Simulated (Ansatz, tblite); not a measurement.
**Ga8As9 zinc blende off sphere (Ga₈As₉H₂₄+): one state, many levels**

The task here is to estimate one member of a computed series from the others.

Program: Ansatz 0.2.0, Gaussian basis. Level of theory: as each input shows. These are calculated values, not measurements.

Levels to be run: GFN1-xTB, GFN2-xTB, PBE-D4/def2-TZVP, r2SCAN-D4/def2-TZVP, LC-ωPBE/def2-TZVP, PBE-D4/def2-SVP, PBE0-D4/def2-SVP, HF/STO-3G, HF/6-31G, B3LYP-D4/6-31G, MP2/def2-TZVP, RPA/def2-TZVP.

1 further run of the same task is left out (set aside as unsound or not needed).

## The geometry

The singlet was relaxed beforehand with PBE-D4/def2-SVP.

41 atoms, charge 1, spin multiplicity 1.

Bond lengths: Ga1–As9 2.573 Å, Ga1–As12 2.528 Å, Ga1–H18 1.571 Å, Ga1–H19 1.568 Å, Ga2–As11 2.557 Å, Ga2–As13 2.499 Å, Ga2–H20 1.569 Å, Ga2–H21 1.588 Å, Ga3–As10 2.502 Å, Ga3–As14 2.483 Å, Ga3–As15 2.486 Å, Ga3–H22 1.566 Å, Ga4–As11 2.472 Å, Ga4–As14 2.537 Å, Ga4–As16 2.456 Å, Ga4–H23 1.570 Å, Ga5–As9 2.472 Å, Ga5–As10 2.504 Å and more. Angles: As9–Ga1–As12 99.8°, As9–Ga1–H18 102.5°, As9–Ga1–H19 103.6°, As12–Ga1–H18 107.3°, As12–Ga1–H19 108.0°, H18–Ga1–H19 131.1°, As11–Ga2–As13 95.9°, As11–Ga2–H20 107.7°, As11–Ga2–H21 101.2°, As13–Ga2–H20 112.6°, As13–Ga2–H21 108.1°, H20–Ga2–H21 126.3°, As10–Ga3–As14 99.6°, As10–Ga3–As15 99.6°, As10–Ga3–H22 115.8°, As14–Ga3–As15 100.2°, As14–Ga3–H22 119.4°, As15–Ga3–H22 118.7° and more.

The ion is computed in the gas phase, without counter-ions or solvent.

PBE0-D4/def2-TZVP was run before; its log isn't repeated, and its numbers join the tables.

The first run:

Tight binding, by tblite at 300 K electronic temperature and without a spin-polarisation term:

```python
tblite.interface.Calculator('GFN1-xTB', numbers, positions, charge=1, uhf=0).singlepoint()
```

Tight binding, by tblite at 300 K electronic temperature and without a spin-polarisation term:

```python
tblite.interface.Calculator('GFN2-xTB', numbers, positions, charge=1, uhf=0).singlepoint()
```

start.molden holds the orbitals of an earlier run on this state, given as this run's starting guess.

File in.yaml:

```yaml
crystal:
  periodic: [false, false, false]
  atoms:
    - {symbol: Ga, position_ang: [-2.298817, -3.048590, 3.477644]}
    - {symbol: Ga, position_ang: [1.139969, -3.188968, 0.188060]}
    - {symbol: Ga, position_ang: [-1.904171, 2.834987, -2.973936]}
    - {symbol: Ga, position_ang: [1.389396, -0.126620, -2.910348]}
    - {symbol: Ga, position_ang: [-1.501808, -0.301533, -0.044880]}
    - {symbol: Ga, position_ang: [1.361299, -0.206639, 2.907626]}
    - {symbol: Ga, position_ang: [1.240664, 2.754371, 0.134718]}
    - {symbol: Ga, position_ang: [4.305579, -0.096551, -0.027936]}
    - {symbol: As, position_ang: [-2.923871, -1.792184, 1.321220]}
    - {symbol: As, position_ang: [-2.970463, 1.173271, -1.437384]}
    - {symbol: As, position_ang: [0.018854, -1.577873, -1.451500]}
    - {symbol: As, position_ang: [-0.143307, -1.861835, 4.055301]}
    - {symbol: As, position_ang: [2.628313, -1.484401, 1.248107]}
    - {symbol: As, position_ang: [-0.279150, 1.350006, -4.123386]}
    - {symbol: As, position_ang: [-0.393569, 3.976271, -1.363068]}
    - {symbol: As, position_ang: [2.589569, 1.298999, -1.311220]}
    - {symbol: As, position_ang: [-0.148977, 1.137936, 1.401351]}
    - {symbol: H, position_ang: [-3.391554, -2.551737, 4.490931]}
    - {symbol: H, position_ang: [-1.939324, -4.489434, 2.974973]}
    - {symbol: H, position_ang: [1.937599, -4.246104, -0.653762]}
    - {symbol: H, position_ang: [-0.054843, -3.492569, 1.188904]}
    - {symbol: H, position_ang: [-2.887853, 3.704184, -3.828382]}
    - {symbol: H, position_ang: [2.234566, -0.869892, -4.005151]}
    - {symbol: H, position_ang: [2.047443, 0.756150, 3.944360]}
    - {symbol: H, position_ang: [1.977423, 3.821204, 1.020928]}
    - {symbol: H, position_ang: [4.964080, -1.012245, -1.123946]}
    - {symbol: H, position_ang: [4.991857, 0.897249, 0.979143]}
    - {symbol: H, position_ang: [-3.517211, -2.747190, 0.290732]}
    - {symbol: H, position_ang: [-4.182183, -0.956356, 1.545016]}
    - {symbol: H, position_ang: [-3.935844, 0.317350, -2.248353]}
    - {symbol: H, position_ang: [-3.997736, 1.890737, -0.569292]}
    - {symbol: H, position_ang: [-0.942279, -2.334026, -2.367551]}
    - {symbol: H, position_ang: [0.821581, -2.972578, 4.455419]}
    - {symbol: H, position_ang: [-0.347664, -1.283973, 5.453231]}
    - {symbol: H, position_ang: [3.497872, -2.325492, 2.181580]}
    - {symbol: H, position_ang: [-1.081790, 0.552219, -5.145696]}
    - {symbol: H, position_ang: [0.451178, 2.255905, -5.108623]}
    - {symbol: H, position_ang: [0.357799, 5.016594, -2.185850]}
    - {symbol: H, position_ang: [-1.258643, 4.942924, -0.561261]}
    - {symbol: H, position_ang: [3.352440, 2.285390, -2.192546]}
    - {symbol: H, position_ang: [-1.141022, 1.943642, 2.236726]}
basis:
  gaussian: {orbitals: def2-TZVP, fitting: {mean_field: def2-universal-jkfit}, initial_orbitals: start.molden}
total_charge: 1
hamiltonian: {xc: pbe, dispersion: d4}
scf: {omitted_lower_state_checks: [starts]}
output: {forces: true, orbitals: {seedname: orbitals}}
```

Started as:

```console
> ansatz run in.yaml --threads 11 --pin off --events-out ev --progress --plain --max-ram 166912MiB --backend cuda --devices 0, --max-vram 75GiB
```

Among the steps run: PBE-D4/def2-TZVP; r2SCAN-D4/def2-TZVP; LC-ωPBE/def2-TZVP; PBE-D4/def2-SVP; PBE0-D4/def2-SVP; HF/STO-3G; HF/6-31G; B3LYP-D4/6-31G; MP2/def2-TZVP; RPA/def2-TZVP.

One of the session's tables, all rows but one given; the rest of the session is left out.

| level | HOMO (eV) | gap (eV) |
| --- | --- | --- |
| HF/STO-3G | -7.89 | 10.82 |
| HF/6-31G | -11.88 | 10.48 |
| PBE-D4/def2-SVP | -8.65 | 3.59 |
| PBE-D4/def2-TZVP | -8.69 | 3.58 |
| r2SCAN-D4/def2-TZVP | -8.92 | 3.99 |
| B3LYP-D4/6-31G | -9.42 | 4.94 |
| PBE0-D4/def2-SVP | ? | ? |
| PBE0-D4/def2-TZVP | -9.65 | 5.27 |
| LC-ωPBE/def2-TZVP | -11.96 | 9.50 |

Estimate the missing values for PBE0-D4/def2-SVP.

As computed: HOMO (eV): -9.64; gap (eV): 5.29. In the column «HOMO (eV)» it lies between PBE0-D4/def2-TZVP (-9.65) and B3LYP-D4/6-31G (-9.42).
